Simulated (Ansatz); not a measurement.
TiPd:

```
Pd Ti
1.0
     2.81471    0.00000    0.00000
     0.00000    2.81471    0.00000
     0.00000    0.00000    3.86576
Pd Ti
1 1
Direct
  0.50000 0.50000 0.50000
  0.00000 0.00000 0.00000
```

The cell comes from a database or a generator and needn't be the stable form of this composition.

```yaml
Program: Ansatz 0.2.0
Task: relaxation of cell and atoms
Functional: PBE
Potentials_or_basis: Ansatz PAW
Cutoff: "420 eV (not typed: the program's choice for these potentials)"
k_mesh: 9 × 9 × 7
Occupations: fermi-dirac, width 0.05 eV
Spin: no spin polarisation
```

At the start: volume 15.31 Å³/atom.

Problem. How do energy, volume and symmetry change on relaxing?

Solution. It ends after 5 steps and the volume is 15.62 Å³/atom (+2.0 %); space group P4/mmm (No. 123, to 0.05 Å).

The path:
```tsv
step	energy change (eV)	largest force (eV/Å)	volume (Å³)
1	0.0000	0.0000	30.63
2	-0.0030	0.0000	31.68
3	-0.0062	0.0000	31.25
4	-0.0062	0.0000	31.23
5	-0.0064	0.0000	31.23
```

Final structure:
```yaml
crystal:
  lattice:
    - [2.84306, 0.00000, 0.00000]
    - [0.00000, 2.84306, 0.00000]
    - [0.00000, 0.00000, 3.86403]
  atoms:
    - { symbol: Pd, position: [0.50000, 0.50000, 0.50000] }
    - { symbol: Ti, position: [0.00000, 0.00000, 0.00000] }
```

Caveat: the plane-wave basis is chosen anew once the cell has moved, so the energies of steps on either side of that aren't comparable.
